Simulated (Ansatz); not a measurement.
# WC: the cost of one run

Method: DFT PBE, plane waves, PAW, scalar-relativistic, no spin polarisation, in Ansatz 0.2.0.

**1. The system as given**

The cell holds 16 atoms (C8W8): a = 5.812 Å, b = 5.033 Å, c = 5.675 Å, α = 90.00°, β = 90.00°, γ = 90.00°.

Coordinates:

```xyz
16
Lattice="-2.9059 -5.0332 0.0000 4.3589 -2.5166 0.0000 0.0000 0.0000 5.6753" Properties=species:S:1:pos:R:3 pbc="T T T"
W     0.0000   -5.0332    0.0000
C     1.4530   -4.1943    1.4188
W     0.0000   -5.0332    2.8377
C     1.4530   -4.1943    4.2565
W    -1.4529   -2.5166    0.0000
C     0.0000   -1.6777    1.4188
W    -1.4529   -2.5166    2.8377
C     0.0000   -1.6777    4.2565
W     1.4530   -2.5166    0.0000
C     2.9059   -1.6777    1.4188
W     1.4530   -2.5166    2.8377
C     2.9059   -1.6777    4.2565
W     0.0000    0.0000    0.0000
C    -1.4529   -4.1943    1.4188
W     0.0000    0.0000    2.8377
C    -1.4529   -4.1943    4.2565
```

**2. The run**

500 steps of 1.5 fs under a Langevin thermostat, set from 300 K to 2800 K by a schedule.

Input file input.yaml:

```yaml
accuracy: low
crystal:
  lattice:
    - [-2.9059, -5.033166, 0.0]
    - [4.35885, -2.516583, 0.0]
    - [0.0, 0.0, 5.67534]
  atoms:
    - { symbol: W, position: [0.75, 0.5, 0.0] }
    - { symbol: C, position: [0.5, 0.6666667, 0.25] }
    - { symbol: W, position: [0.75, 0.5, 0.5] }
    - { symbol: C, position: [0.5, 0.6666667, 0.75] }
    - { symbol: W, position: [0.5, 0.0, 0.0] }
    - { symbol: C, position: [0.25, 0.1666667, 0.25] }
    - { symbol: W, position: [0.5, 0.0, 0.5] }
    - { symbol: C, position: [0.25, 0.1666667, 0.75] }
    - { symbol: W, position: [0.25, 0.5, 0.0] }
    - { symbol: C, position: [0.0, 0.6666667, 0.25] }
    - { symbol: W, position: [0.25, 0.5, 0.5] }
    - { symbol: C, position: [0.0, 0.6666667, 0.75] }
    - { symbol: W, position: [0.0, 0.0, 0.0] }
    - { symbol: C, position: [0.75, 0.1666667, 0.25] }
    - { symbol: W, position: [0.0, 0.0, 0.5] }
    - { symbol: C, position: [0.75, 0.1666667, 0.75] }
basis:
  ecutwfc: 420.0
kpoints:
  mp_grid: { grid: [2, 2, 2] }
hamiltonian:
  xc: pbe
  pseudopotentials: { kind: paw, azcp: { folder: soft_1 } }
scf:
  occupations: { method: fermi_dirac, width: 0.24 }
  lower_state_search: "off"
md:
  timestep: 1.5
  n_steps: 500
  ensemble: nvt_langevin
  temperature: 300.0
  initial_velocities: maxwell_boltzmann
  seed: 722392
  friction: 0.02
  temperature_schedule: [{ n_steps: 500, end_temperature: 2800.0 }]
```

Command:

```sh
$ ansatz run input.yaml --threads 1 --pin off --max-ram 3072MiB --backend cpu --events-out ev --progress --plain --runs-dir out
```

**Question.** How long does this run take on 1 thread of Intel Xeon Platinum 8488C (Sapphire Rapids), shared host, and how much memory does it need?

About 36 min, with a peak of 0.58 GiB.
